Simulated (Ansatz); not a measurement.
# C3H9B: the cost of one run

Program: Ansatz 0.2.0. Level of theory: RKS PBE/6-31G*. These are calculated values, not measurements.

## (1) The system as given

Bond lengths: C1–B2 1.526 Å, B2–C3 1.563 Å, B2–C4 1.569 Å, C1–H5 1.142 Å, C1–H6 1.144 Å, C1–H7 1.119 Å, C3–H8 1.098 Å, C3–H9 1.143 Å, C3–H10 1.125 Å, C4–H11 1.079 Å, C4–H12 1.166 Å, C4–H13 1.017 Å. Angles (14 of 21 angles, heavy atoms first): C1–B2–C3 120.1°, C1–B2–C4 121.6°, C3–B2–C4 118.3°, B2–C1–H5 112.6°, B2–C1–H6 114.6°, B2–C1–H7 111.4°, B2–C3–H8 113.0°, B2–C3–H9 114.0°, B2–C3–H10 111.4°, B2–C4–H11 111.3°, B2–C4–H12 106.0°, B2–C4–H13 114.6°, H5–C1–H6 106.5°, H5–C1–H7 106.2°.

As a file:

```xyz
13

C    -0.8939    1.1611   -0.4348
B    -0.0079   -0.0027    0.0003
C     1.1425    0.2304    1.0329
C    -0.1789   -1.4377   -0.6104
H    -0.8599    1.3403   -1.5617
H    -0.6433    2.1611    0.0612
H    -1.9677    0.9734   -0.1802
H     1.0488   -0.3983    1.9283
H     1.2157    1.3064    1.4127
H     2.1453   -0.0378    0.5983
H    -0.1549   -1.4093   -1.6892
H    -1.2588   -1.7781   -0.3328
H     0.4334   -2.1434   -0.2098
```

## (2) End point A

File input.yaml:

```yaml
crystal:
  periodic: [false, false, false]
  atoms:
    - { symbol: C, position_ang: [-0.8939, 1.1611, -0.4348] }
    - { symbol: B, position_ang: [-0.0079, -0.0027, 0.0003] }
    - { symbol: C, position_ang: [1.1425, 0.2304, 1.0329] }
    - { symbol: C, position_ang: [-0.1789, -1.4377, -0.6104] }
    - { symbol: H, position_ang: [-0.8599, 1.3403, -1.5617] }
    - { symbol: H, position_ang: [-0.6433, 2.1611, 0.0612] }
    - { symbol: H, position_ang: [-1.9677, 0.9734, -0.1802] }
    - { symbol: H, position_ang: [1.0488, -0.3983, 1.9283] }
    - { symbol: H, position_ang: [1.2157, 1.3064, 1.4127] }
    - { symbol: H, position_ang: [2.1453, -0.0378, 0.5983] }
    - { symbol: H, position_ang: [-0.1549, -1.4093, -1.6892] }
    - { symbol: H, position_ang: [-1.2588, -1.7781, -0.3328] }
    - { symbol: H, position_ang: [0.4334, -2.1434, -0.2098] }
basis:
  gaussian: { orbitals: "6-31G*" }
hamiltonian:
  xc: pbe
relax:
  f_tol: 0.02
  max_steps: 50
```

Command:

```bash
$ ansatz run input.yaml --threads 1 --pin off --max-ram 2048MiB --backend cpu --events-out ev --progress --plain --runs-dir out
```

What time and memory should one allow on 1 thread of an x86-64 CPU, shared host?

About 29 s, with a peak of 0.13 GiB.
